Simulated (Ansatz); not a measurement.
**BClGaHS: small, medium and large basis sets**

Aim: see how fast density functionals converge with the basis set for BClGaHS.

Method: one geometry, several basis sets; program: Ansatz 0.2.0, Gaussian basis.

Levels to be run: PBE0-D4/def2-SVP; ωB97M-V/def2-SVP; PBE0-D4/def2-QZVPP; ωB97M-V/def2-QZVPP; the functionals' def2-TZVPP values are taken from earlier runs.

## 1. Structure used throughout

The geometry comes from an earlier relaxation with PBE0-D4 in a triple-zeta def2 set; it is a stationary point.

5 atoms, charge 0, spin multiplicity 1.

Atoms are counted from 1 here; the program's logs count them from 0.

Bond lengths: Cl1–B2 1.750 Å, B2–S3 1.757 Å, B2–H5 1.219 Å, S3–Ga4 2.363 Å. Angles: Cl1–B2–S3 125.4°, Cl1–B2–H5 113.9°, S3–B2–H5 120.7°, B2–S3–Ga4 79.5°.

## 2. PBE0-D4 in def2-SVP

Contents of in.yaml:

```yaml
crystal:
  periodic: [false, false, false]
  atoms:
    - {symbol: Cl, position_ang: [0.241988, -1.121843, 1.919057]}
    - {symbol: B, position_ang: [0.058222, -0.248530, 0.413980]}
    - {symbol: S, position_ang: [0.335991, -0.912244, -1.189405]}
    - {symbol: Ga, position_ang: [-0.293029, 1.298443, -1.740076]}
    - {symbol: H, position_ang: [-0.293172, 0.910471, 0.555043]}
basis:
  gaussian: {orbitals: def2-SVP}
hamiltonian: {xc: pbe0, dispersion: d4}
output: {orbitals: {seedname: orbitals}}
```

On the command line:

```bash
$ ansatz run in.yaml --threads 2 --pin off --events-out ev --progress --plain --max-ram 4352MiB
```

Further steps of the session: ωB97M-V in def2-SVP; PBE0-D4 in def2-QZVPP; ωB97M-V in def2-QZVPP.

Q: Predict the results of all the runs planned. Wanted: PBE0-D4: double and triple zeta above quadruple; ωB97M-V: double and triple zeta above quadruple.

As calculated:

| quantity | value |
| --- | --- |
| PBE0-D4: double and triple zeta above quadruple | 17.29, 1.89 eV |
| ωB97M-V: double and triple zeta above quadruple | 17.12, 1.81 eV |

What this shows: For PBE0-D4 the step from double to triple zeta gains 15.40 eV and the next only 1.89 eV. Total energies overstate the basis error of differences, where much of it tends to cancel.
